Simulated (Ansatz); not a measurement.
# C₂H₄AlN: vertical ionisation energy

One table from this session's results is given with a row withheld; the runs are named, their logs left out.

Method: unrestricted cation, the program's frozen cores in correlated methods; program: Ansatz 0.2.0, Gaussian basis.

Plan: UKS PBE-D4/def2-TZVPP; UKS r2SCAN-D4/def2-TZVPP; UKS PBE0-D4/def2-TZVPP; UKS B3LYP-D4/def2-TZVPP; UKS wB97X-V/def2-TZVPP; UKS wB97M-V/def2-TZVPP; UKS B2PLYP/def2-TZVPP; UHF-MP2/def2-TZVPP; UHF-MP2/def2-QZVPP; then −ε(HOMO) from the neutral's earlier runs with LDA (SPW92), PBE-D4, revPBE-D4, BLYP-D4, r2SCAN-D4, B97M-V, PBE0-D4, B3LYP-D4, r2SCANh-D4, r2SCAN0-D4, HSE06-D4, BHLYP-D4, CAM-B3LYP-D4, LC-ωPBE, ωB97X-V, ωB97M-V.

1 further run of the same task is left out (it didn't finish).

## Structure used throughout

An earlier PBE0-D4 in a triple-zeta def2 set relaxation fixed the geometry.

SMILES `[CH]1=N[CH2][AlH]1`, 8 atoms, charge 0, spin multiplicity 1.

Atoms are counted from 1 here; the program's logs count them from 0.

Bond lengths: C1–N2 1.282 Å, C1–Al4 1.954 Å, C1–H5 1.091 Å, N2–C3 1.485 Å, C3–Al4 1.971 Å, C3–H6 1.093 Å, C3–H7 1.093 Å, Al4–H8 1.598 Å. Angles: N2–C1–Al4 91.8°, N2–C1–H5 118.2°, Al4–C1–H5 150.0°, C1–N2–C3 111.4°, N2–C3–Al4 85.4°, N2–C3–H6 110.1°, N2–C3–H7 109.7°, Al4–C3–H6 121.4°, Al4–C3–H7 120.7°, H6–C3–H7 106.7°, C1–Al4–C3 71.3°, C1–Al4–H8 143.1°, C3–Al4–H8 145.4°.

Set-up of the first run:

Contents of in.yaml:

```yaml
crystal:
  periodic: [false, false, false]
  atoms:
    - {symbol: C, position_ang: [-1.088633, 0.542326, -0.547326]}
    - {symbol: N, position_ang: [-0.087335, 1.170711, -0.051620]}
    - {symbol: C, position_ang: [0.959130, 0.232547, 0.427940]}
    - {symbol: Al, position_ang: [-0.283312, -1.190065, -0.136162]}
    - {symbol: H, position_ang: [-1.920589, 1.127463, -0.941498]}
    - {symbol: H, position_ang: [1.172666, 0.416270, 1.484012]}
    - {symbol: H, position_ang: [1.890337, 0.408336, -0.116574]}
    - {symbol: H, position_ang: [-0.550064, -2.764688, -0.174571]}
basis:
  gaussian: {orbitals: def2-TZVPP}
total_charge: 1
magnetization: {spin_polarized: true, initial_magnetization: 1}
hamiltonian: {xc: pbe, dispersion: d4}
```

Launch:

```bash
ansatz run in.yaml --threads 2 --pin off --events-out ev --progress --plain --max-ram 4352MiB
```

Steps of the session up to this table: Cation, UKS PBE-D4/def2-TZVPP; Cation, UKS r2SCAN-D4/def2-TZVPP; Cation, UKS PBE0-D4/def2-TZVPP; Cation, UKS B3LYP-D4/def2-TZVPP; Cation, UKS wB97X-V/def2-TZVPP; Cation, UKS wB97M-V/def2-TZVPP; Cation, UKS B2PLYP (frozen core)/def2-TZVPP; Cation, UHF-MP2/def2-TZVPP; Cation, UHF-MP2/def2-QZVPP.

One table of the session follows, with a row left open; its other results are not shown here.

For comparison, −ε(HOMO) of the neutral from earlier runs:

```
  functional  −ε(HOMO) (eV)
 LDA (SPW92)           5.14
      PBE-D4           5.02
   revPBE-D4              ?
     BLYP-D4           4.91
   r2SCAN-D4           5.18
      B97M-V           5.31
     PBE0-D4           6.22
    B3LYP-D4           6.03
  r2SCANh-D4           5.64
  r2SCAN0-D4           6.34
    HSE06-D4           5.82
    BHLYP-D4           7.37
CAM-B3LYP-D4           7.54
     LC-ωPBE           8.82
     ωB97X-V           8.50
     ωB97M-V           8.41
```

**Question.** Estimate the row for revPBE-D4.

As computed: −ε(HOMO) (eV): 4.96. In the column «−ε(HOMO) (eV)» it lies between BLYP-D4 (4.91) and PBE-D4 (5.02).
